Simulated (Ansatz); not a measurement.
# C2H6GeO: the cost of one run

Computed with the Python package of Ansatz 0.2.0. Level of theory: B3LYP+D3(BJ)/def2-SVP.

## (1) Starting point

Bond lengths: C1–Ge2 1.885 Å, Ge2–C3 1.910 Å, Ge2–O4 1.804 Å, C3–O4 1.270 Å, C1–H5 1.156 Å, C1–H6 1.101 Å, C1–H7 1.149 Å, Ge2–H8 1.571 Å, C3–H9 1.150 Å, C3–H10 1.132 Å. Angles (14 of 19 angles, heavy atoms first): C1–Ge2–C3 114.4°, C1–Ge2–O4 109.6°, C3–Ge2–O4 39.9°, Ge2–C3–O4 65.6°, Ge2–O4–C3 74.5°, C1–Ge2–H8 120.3°, C3–Ge2–H8 123.9°, O4–Ge2–H8 106.6°, Ge2–C1–H5 110.4°, Ge2–C1–H6 114.5°, Ge2–C1–H7 110.8°, Ge2–C3–H9 116.3°, Ge2–C3–H10 116.1°, O4–C3–H9 117.9°.

No structure file is read: the coordinates are typed or built in the script.

## (2) The script

File freq.py:

```python
# -*- coding: utf-8 -*-
"""Vibrations and zero-point energy of C2H6GeO."""

import itertools
import warnings

import ansatz as az
from ase import Atoms
from ase.data import atomic_numbers, covalent_radii
from ase.thermochemistry import IdealGasThermo
import numpy as np

params = {
    "basis_set": "def2-SVP",
    "xc": "b3lyp",
    "vdw": "d3bj",
}

GEOMETRY = """
C    -0.79330    1.31430    0.01730
Ge    0.49390    0.07270   -0.57730
C     0.72540   -1.43450    0.57230
O    -0.13170   -1.60420   -0.35000
H    -1.80890    1.12120   -0.50020
H    -0.95850    1.31390    1.10570
H    -0.49280    2.38470   -0.27260
H     1.04810    0.14890   -2.04480
H     0.34110   -1.31750    1.64960
H     1.65970   -2.05050    0.40300
"""


def main():
    warnings.simplefilter("ignore", az.DeckWarning)

    geometry = az.Crystal.molecule()
    for line in GEOMETRY.strip().splitlines():
        symbol, *xyz = line.split()
        geometry = geometry.atom(symbol, [float(v) for v in xyz])

    job = (
        geometry.calculation()
        .basis(gaussian=params["basis_set"])
        .functional(params["xc"], dispersion=params["vdw"])
    )
    symbols = [site.symbol for site in geometry.cartesian_sites]
    start = np.array([site.position_ang for site in geometry.cartesian_sites], dtype=float)
    def progress(event):
        if event["event"] == "relax_step":
            row = event["data"]
            print(f"step {row['step']:3d}  E = {row['lagrangian_ev']:.6f} eV  largest force component {row['allowed_force_max_ev_ang']:.4f} eV/A")


    report = job.relax(force_tolerance=0.003).session().plan().execute(on_event=progress).report
    end = np.array(report["positions_ang"])

    # pairs closer than 1.2 times the sum of covalent radii, before or after
    radius = [covalent_radii[atomic_numbers[s]] for s in symbols]
    span = lambda where, i, j: np.linalg.norm(where[i] - where[j])
    bonded = [(i, j) for i, j in itertools.combinations(range(len(symbols)), 2) if min(span(start, i, j), span(end, i, j)) < 1.2 * (radius[i] + radius[j])]
    print("pair        before    after (A)")
    for i, j in bonded:
        print(f"{symbols[i]}{i}-{symbols[j]}{j}".ljust(10), f"{span(start, i, j):8.4f} {span(end, i, j):8.4f}")

    # same settings at the minimum
    minimum = az.Crystal.molecule()
    for symbol, place in zip(symbols, end):
        minimum = minimum.atom(symbol, place.tolist())
    vibrating = (
        minimum.calculation()
        .basis(gaussian=params["basis_set"])
        .functional(params["xc"], dispersion=params["vdw"])
        .phonons(temperatures=(298.15, 498.15, 100))
    )
    vib = vibrating.run(threads=1, backend="cpu").report["vibrations"]
    sums = vib["harmonic_sums"]
    modes = [m["omega_inv_cm"] for m in sums["modes_at_gamma"] if m["rigid_motion"] == "no"]
    for number, w in enumerate(modes, start=1):
        print(f"mode {number:2d} {w:9.1f} 1/cm {w / 8065.544 * 1000:8.2f} meV")
    print("imaginary modes:", sum(w < 0 for w in modes), " zero-point energy:", round(sums["zero_point_energy_ev"], 4), "eV")
    # rigid rotor and ideal gas, symmetry number taken as one
    gas = IdealGasThermo(vib_energies=[w / 8065.544 for w in modes if w > 0], geometry="linear" if len(modes) == 3 * len(symbols) - 5 else "nonlinear",
                         atoms=Atoms(symbols, positions=end), symmetrynumber=1, spin=0.0)
    print(f"H(298 K) - E = {gas.get_enthalpy(298.15, verbose=False):.4f} eV")
    print(f"S(298 K, 1 bar) = {96485.33 * gas.get_entropy(298.15, 1e5, verbose=False):.1f} J/(mol K) with symmetry number 1")


if __name__ == "__main__":
    main()
```

## (3) What the engine is handed

The engine receives this input (first run):

```yaml
crystal:
  periodic: [false, false, false]
  atoms:
    - { symbol: C, position_ang: [-0.7933, 1.3143, 0.0173] }
    - { symbol: Ge, position_ang: [0.4939, 0.0727, -0.5773] }
    - { symbol: C, position_ang: [0.7254, -1.4345, 0.5723] }
    - { symbol: O, position_ang: [-0.1317, -1.6042, -0.35] }
    - { symbol: H, position_ang: [-1.8089, 1.1212, -0.5002] }
    - { symbol: H, position_ang: [-0.9585, 1.3139, 1.1057] }
    - { symbol: H, position_ang: [-0.4928, 2.3847, -0.2726] }
    - { symbol: H, position_ang: [1.0481, 0.1489, -2.0448] }
    - { symbol: H, position_ang: [0.3411, -1.3175, 1.6496] }
    - { symbol: H, position_ang: [1.6597, -2.0505, 0.403] }
basis:
  gaussian:
    orbitals: def2-SVP
hamiltonian:
  xc: b3lyp
  dispersion: d3bj
relax:
  f_tol: 0.003
```

## (4) Running it

On the command line:

```bash
$ python freq.py
```

Q: Estimate wall time and peak memory on 1 thread of Arm Neoverse V1, shared host.

About 4.8 min, with a peak of 0.36 GiB.
